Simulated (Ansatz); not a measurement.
# H₃O₃SSi, SMILES O[Si](O)(O)[S]: a ladder of methods at one geometry

Program: the Ansatz DFT code, driven from Python.

Input file `h3o3ssi.xyz`:
```text
8

O    -0.75590    1.20650    0.58150
Si   -0.03640   -0.04840   -0.07100
O     1.39900   -0.27220    0.61650
O    -0.88020   -1.38070    0.06160
S     0.32670    0.39120   -2.09970
H    -1.03160    1.92690   -0.10470
H     2.17980   -0.25990   -0.01330
H    -1.10930   -1.62070    0.97330
```

`methods.py`:
```python
# -*- coding: utf-8 -*-
"""One geometry of H3O3SSi, method by method."""

from pathlib import Path

import ansatz as az
import numpy as np


def main():
    system = az.Crystal.molecule_from_extxyz("h3o3ssi.xyz")

    job = (
        system.calculation()
        .basis(gaussian="cc-pVDZ")  # the orbital basis, by name
        .spin("collinear", total=1)
        .scf(lower_state_search="standard")
    )

    print("functional    E (Ha)        dipole (D)   HOMO (eV)  LUMO (eV)")
    for name in ["lc_wpbe", "hse06", "revpbe", "blyp", "lda", "pbe0"]:
        r = job.functional(name).forces().orbitals().run(threads=1, backend="cpu", runs_dir="runs").report
        lines = Path(r["orbitals_path"]).read_text().splitlines()
        field_of = lambda key: [line.split("=")[1].strip() for line in lines if line.startswith(key)]
        orbitals = [(27.211386 * float(e), s, float(n)) for e, s, n in zip(field_of("Ene="), field_of("Spin="), field_of("Occup="))]
        homo = max(e for e, _, n in orbitals if n > 0.5)
        lumo = min(e for e, _, n in orbitals if n < 0.5)
        dipole = 4.803205 * np.linalg.norm(r["charge_distribution"]["dipole_moment_e_ang"])
        print(f"{name:10s} {r['free_energy_ev'] / 27.211386246:14.6f} {dipole:9.3f} {homo:11.3f} {lumo:10.3f}")


if __name__ == "__main__":
    main()
```

```console
$ python methods.py
functional    E (Ha)        dipole (D)   HOMO (eV)  LUMO (eV)
lc_wpbe       -914.927656     0.549     -10.187     -2.026
hse06         -914.747529     0.535      -6.958     -5.047
revpbe        -915.046158     0.632      -5.921     -5.596
blyp          -915.212790     0.588      -5.750     -5.583
lda           -911.113752     0.633      -6.026     -6.116
pbe0          -914.770648     0.534      -7.366     -4.655
```

Reading the output:
- The settings weren't tested for convergence.
- The geometry is a force-field or estimated start, not a minimum of this method, and the basis set is short of its limit. A lower total doesn't mark the better method: functionals have no common bound, and MP2 and coupled cluster aren't variational.
- The run takes the species as open-shell (spin multiplicity 2), which needn't be its ground state.
- Levels such as HOMO and LUMO are orbital energies: with these approximate functionals they aren't the ionisation energy and electron affinity, and their gap isn't the fundamental gap.
- For Al to Cl the sets with a tight d function, cc-pV(X+d)Z, are usual.
- hse06 follows the composition of plane-wave codes, whose totals differ by tens of mHa, up to about 0.1 Ha, from the form usual in Gaussian-basis programs (wpbeh).
- It ran for 110 s on 1 thread of Arm Neoverse V2 (shared host), peak memory 0.39 GiB.
